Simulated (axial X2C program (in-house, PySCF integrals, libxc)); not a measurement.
# FHfF: bond lengths and stretches, held linear

An exercise on one series of results from a longer session: the logs are not shown, and one member is left open.

Method: all-electron X2C, two-component (2c) or spin-free, F dyall-av3z, Hf dyall-v3z; program: an in-house X2C program for linear molecules on PySCF integrals.

All values are calculated.

2 further runs of the same task are left out: 2 set aside as unsound or not needed.

Set-up of the first run:

Contents of task.json:

```json
{"zs": [9, 72, 9], "q": 0, "bas": ["dyall-av3z", "dyall-v3z", "dyall-av3z"], "r0": [2.16, 2.16], "symm": 1, "scan": ["PBE0", "HF", "TPSSh"], "levels": ["PBE0", "HF", "PBE"], "nst": 2}
```

Keys: zs atomic numbers; q charge; bas basis sets; r0 starting distance in Å; symm equal bonds; scan levels of the two-bond scan (MP2 follows by itself at each HF point); levels methods; nst determinants followed.

On the command line:

```sh
> python solin.py task.json out
```

Masses F 18.998, Hf 179.947, F 18.998 u.

Steps of the session up to this table: Scan at PBE0, 2c; Scan at HF, 2c; Scan at TPSSh, 2c.

One of the session's tables, all rows but one given; the rest of the session is left out.

| level | r(F–Hf) (Å) | r(Hf–F) (Å) | lower stretch (cm⁻¹) | upper stretch (cm⁻¹) |
| --- | --- | --- | --- | --- |
| PBE0, 2c | 1.901 | 1.901 | 631.0 | 650.0 |
| HF, 2c | 1.912 | 1.912 | 638.3 | 656.6 |
| TPSSh, 2c | ? | ? | ? | ? |
| MP2, 2c | 1.911 | 1.911 | 628.8 | 653.1 |
| PBE0, spin-free | 1.901 | 1.901 | 631.5 | 651.0 |
| HF, spin-free | 1.913 | 1.913 | 639.0 | 657.4 |
| TPSSh, spin-free | 1.906 | 1.906 | 628.9 | 647.2 |
| MP2, spin-free | 1.912 | 1.912 | 629.3 | 654.0 |

Estimate the missing values for TPSSh, 2c.

**Answer.** r(F–Hf) (Å): 1.906; r(Hf–F) (Å): 1.906; lower stretch (cm⁻¹): 628.4; upper stretch (cm⁻¹): 646.3.

Scans not shown above were run alike.

MP2 freezes inner shells (threshold -2 hartree). The molecule was held linear; bending was not examined, so a bent shape may lie lower.
